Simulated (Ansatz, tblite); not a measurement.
**BMe2Br (C2H6BBr): one state, many levels**

Aim: run the singlet of BMe2Br (C2H6BBr) at one geometry on many levels, and compare frontier levels, spin and run time.

Method: as each input shows; program: Ansatz 0.2.0, Gaussian basis.

Levels to be run: GFN1-xTB, GFN2-xTB, PBE-D4/def2-TZVP, r2SCAN-D4/def2-TZVP, CAM-B3LYP-D4/def2-TZVP, BLYP-D4/def2-TZVP, B3LYP-D4/def2-TZVP, LC-ωPBE/def2-TZVP, B2PLYP/def2-TZVP, r2SCANh-D4/def2-TZVP, PBE-QIDH/def2-TZVP, PBE+5HF/def2-TZVP, PBE+10HF/def2-TZVP, PBE+15HF/def2-TZVP, PBE+35HF/def2-TZVP, PBE+50HF/def2-TZVP, PBE-D4/def2-SVP, PBE0-D4/def2-SVP, HF/STO-3G, PBE0-D4/def2-TZVPD, PBE-D4/def2-TZVPD, r2SCAN-D4/def2-TZVPD, CCSD(T)/def2-TZVPP, MP2/def2-TZVP, RPA/def2-TZVP.

### Step 1. The relaxed structure

The geometry is that of the singlet, from an earlier relaxation (PBE0-D4/def2-SVP).

10 atoms, charge 0, spin multiplicity 1.

Bond lengths: B1–C2 1.562 Å, B1–C6 1.562 Å, B1–Br10 1.934 Å, C2–H3 1.108 Å, C2–H4 1.102 Å, C2–H5 1.098 Å, C6–H7 1.108 Å, C6–H8 1.101 Å, C6–H9 1.099 Å. Angles: C2–B1–C6 123.8°, C2–B1–Br10 118.1°, C6–B1–Br10 118.1°, B1–C2–H3 106.3°, B1–C2–H4 112.3°, B1–C2–H5 114.6°, H3–C2–H4 106.1°, H3–C2–H5 106.9°, H4–C2–H5 110.1°, B1–C6–H7 106.4°, B1–C6–H8 112.4°, B1–C6–H9 114.5°, H7–C6–H8 106.2°, H7–C6–H9 106.8°, H8–C6–H9 110.1°.

Geometry (Å):

```xyz
10
charge 0, multiplicity 1
B    -0.25845   -0.44376    0.00003
C     1.30177   -0.50379    0.03262
H     1.59308   -0.44606    1.09989
H     1.76343    0.36855   -0.45684
H     1.73239   -1.43235   -0.36607
C    -1.07696    0.88610   -0.03205
H    -1.19599    1.15326   -1.10032
H    -0.53552    1.72353    0.43544
H    -2.08842    0.80803    0.38966
Br   -1.23531   -2.11349   -0.00235
```

PBE0-D4/def2-TZVP was run before; its log isn't repeated, and its numbers join the tables.

### Step 2. GFN1-xTB

Tight binding, by tblite at 300 K electronic temperature and without a spin-polarisation term:

```python
tblite.interface.Calculator('GFN1-xTB', numbers, positions, charge=0, uhf=0).singlepoint()
```

Energy -348.3843 eV, HOMO -11.33 eV, LUMO -7.00 eV; 0.007 s.

### Step 3. GFN2-xTB

Tight binding, by tblite at 300 K electronic temperature and without a spin-polarisation term:

```python
tblite.interface.Calculator('GFN2-xTB', numbers, positions, charge=0, uhf=0).singlepoint()
```

Energy -345.1410 eV, HOMO -10.88 eV, LUMO -6.91 eV; 0.004 s.

### Step 4. PBE-D4/def2-TZVP

start.molden holds the orbitals of an earlier run on this state, given as this run's starting guess.

The input, in.yaml:

```yaml
crystal:
  periodic: [false, false, false]
  atoms:
    - {symbol: B, position_ang: [-0.258453, -0.443759, 0.000027]}
    - {symbol: C, position_ang: [1.301772, -0.503789, 0.032622]}
    - {symbol: H, position_ang: [1.593077, -0.446061, 1.099894]}
    - {symbol: H, position_ang: [1.763429, 0.368546, -0.456842]}
    - {symbol: H, position_ang: [1.732395, -1.432352, -0.366070]}
    - {symbol: C, position_ang: [-1.076958, 0.886098, -0.032051]}
    - {symbol: H, position_ang: [-1.195995, 1.153261, -1.100323]}
    - {symbol: H, position_ang: [-0.535523, 1.723528, 0.435436]}
    - {symbol: H, position_ang: [-2.088420, 0.808027, 0.389660]}
    - {symbol: Br, position_ang: [-1.235314, -2.113489, -0.002353]}
basis:
  gaussian: {orbitals: def2-TZVP, initial_orbitals: start.molden}
hamiltonian: {xc: pbe, dispersion: d4}
scf: {omitted_lower_state_checks: [starts]}
output: {forces: true, orbitals: {seedname: orbitals}}
```

Launch:

```sh
$ ansatz run in.yaml --threads 4 --pin off --events-out ev --progress --plain --max-ram 3916MiB
```

The runs that follow: r2SCAN-D4/def2-TZVP; CAM-B3LYP-D4/def2-TZVP; BLYP-D4/def2-TZVP; B3LYP-D4/def2-TZVP; LC-ωPBE/def2-TZVP; B2PLYP/def2-TZVP; r2SCANh-D4/def2-TZVP; PBE-QIDH/def2-TZVP; PBE+5HF/def2-TZVP; PBE+10HF/def2-TZVP; PBE+15HF/def2-TZVP; PBE+35HF/def2-TZVP; PBE+50HF/def2-TZVP; PBE-D4/def2-SVP; PBE0-D4/def2-SVP; HF/STO-3G; PBE0-D4/def2-TZVPD; PBE-D4/def2-TZVPD; r2SCAN-D4/def2-TZVPD; CCSD(T)/def2-TZVPP; MP2/def2-TZVP; RPA/def2-TZVP.

Before running them: what should the planned runs give, taken together? Wanted: gap in def2-TZVP, named functionals, smallest and largest; gap over the share of exact exchange; correlation energy, CCSD(T)/def2-TZVPP; correlation energy, MP2/def2-TZVP; binding an atom, CCSD(T)/def2-TZVPP; PBE0 total energy, smallest basis above largest.

The runs gave:

```
                                                 quantity                                 value
gap in def2-TZVP, named functionals, smallest and largest  4.73 eV (PBE-D4), 12.01 eV (LC-ωPBE)
                     gap over the share of exact exchange          4.73 eV at 0, 9.25 eV at 0.5
                   correlation energy, CCSD(T)/def2-TZVPP                             -21.74 eV
                        correlation energy, MP2/def2-TZVP                             -19.48 eV
                      binding an atom, CCSD(T)/def2-TZVPP                              3.816 eV
          PBE0 total energy, smallest basis above largest       11.49 eV (def2-SVP, def2-TZVPD)
```

What this shows: Over the named functionals in def2-TZVP the gap runs from 4.73 eV (PBE-D4) to 12.01 eV (LC-ωPBE); exact exchange widens it. Raising the share of exact exchange from 0 to 0.5 moves the HOMO by -2.58 eV and the LUMO by +1.94 eV. A small miss in a minimal or small basis is a cancelling of errors, not accuracy. The functionals in def2-TZVP miss CCSD(T)/def2-TZVPP by +0.054 (BLYP-D4) to +0.147 eV (PBE-D4) an atom. The reference is CCSD(T) in one finite basis, so it carries an error of its own, often a tenth of an eV or more, and near misses can't be ranked.
